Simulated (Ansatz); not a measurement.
# CH₆GaOSi radical: small, medium and large basis sets

The task here is to estimate one member of a computed series from the others.

Program: Ansatz 0.2.0, Gaussian basis. Level of theory: one geometry, several basis sets. These are calculated values, not measurements.

Plan: PBE0-D4/def2-SVP; ωB97M-V/def2-SVP; PBE0-D4/def2-QZVPP; ωB97M-V/def2-QZVPP; the functionals' def2-TZVPP values are taken from earlier runs.

## The relaxed structure

The geometry comes from an earlier relaxation with PBE0-D4 in a triple-zeta def2 set; it is a stationary point, not always the lowest conformer.

SMILES `[CH3][Ga][O][SiH3]`, 10 atoms, charge 0, spin multiplicity 2.

Atoms are counted from 1 here; the program's logs count them from 0.

Bond lengths: C1–Ga2 2.001 Å, C1–H5 1.088 Å, C1–H6 1.092 Å, C1–H7 1.092 Å, Ga2–O3 1.804 Å, O3–Si4 1.628 Å, Si4–H8 1.492 Å, Si4–H9 1.489 Å, Si4–H10 1.489 Å. Angles: Ga2–C1–H5 111.9°, Ga2–C1–H6 107.3°, Ga2–C1–H7 107.3°, H5–C1–H6 110.5°, H5–C1–H7 110.4°, H6–C1–H7 109.3°, C1–Ga2–O3 112.5°, Ga2–O3–Si4 142.4°, O3–Si4–H8 111.8°, O3–Si4–H9 110.2°, O3–Si4–H10 110.1°, H8–Si4–H9 108.1°, H8–Si4–H10 108.1°, H9–Si4–H10 108.4°.

As a file:

```xyz
10
CH6GaOSi
C     0.3926    2.4280    0.2915
Ga   -0.1477    0.6596    1.0567
O    -0.0878   -0.6673   -0.1637
Si   -0.3468   -2.2642   -0.3477
H     0.3362    3.2248    1.0299
H    -0.2752    2.6363   -0.5471
H     1.4149    2.3231   -0.0783
H    -0.7798   -2.9048    0.9282
H    -1.4071   -2.4987   -1.3661
H     0.9006   -2.9369   -0.8034
```

The first run:

Input file in.yaml:

```yaml
crystal:
  periodic: [false, false, false]
  atoms:
    - {symbol: C, position_ang: [0.392633, 2.427961, 0.291513]}
    - {symbol: Ga, position_ang: [-0.147652, 0.659648, 1.056707]}
    - {symbol: O, position_ang: [-0.087768, -0.667278, -0.163673]}
    - {symbol: Si, position_ang: [-0.346819, -2.264194, -0.347706]}
    - {symbol: H, position_ang: [0.336169, 3.224830, 1.029935]}
    - {symbol: H, position_ang: [-0.275179, 2.636273, -0.547135]}
    - {symbol: H, position_ang: [1.414886, 2.323062, -0.078334]}
    - {symbol: H, position_ang: [-0.779751, -2.904762, 0.928171]}
    - {symbol: H, position_ang: [-1.407087, -2.498659, -1.366110]}
    - {symbol: H, position_ang: [0.900569, -2.936892, -0.803356]}
basis:
  gaussian: {orbitals: def2-SVP}
magnetization: {spin_polarized: true, initial_magnetization: 1}
hamiltonian: {xc: pbe0, dispersion: d4}
output: {orbitals: {seedname: orbitals}}
```

Launch:

```console
$ ansatz run in.yaml --threads 4 --pin off --events-out ev --progress --plain --max-ram 10444MiB
```

Among the steps run: PBE0-D4 in def2-SVP; ωB97M-V in def2-SVP; PBE0-D4 in def2-QZVPP; ωB97M-V in def2-QZVPP.

One table of the session follows, with a row left open; its other results are not shown here.

```
functional       basis  HOMO (eV)  LUMO (eV)
   PBE0-D4    def2-SVP      -5.75      -2.64
   PBE0-D4  def2-TZVPP      -5.79      -2.67
   PBE0-D4  def2-QZVPP      -5.81      -2.71
   ωB97M-V    def2-SVP      -7.75      -1.00
   ωB97M-V  def2-TZVPP      -7.79      -1.04
   ωB97M-V  def2-QZVPP          ?          ?
```

Q: Estimate the row for ωB97M-V, def2-QZVPP from the others.

As computed: HOMO (eV): -7.82; LUMO (eV): -1.15. In the column «HOMO (eV)» it is the lowest.
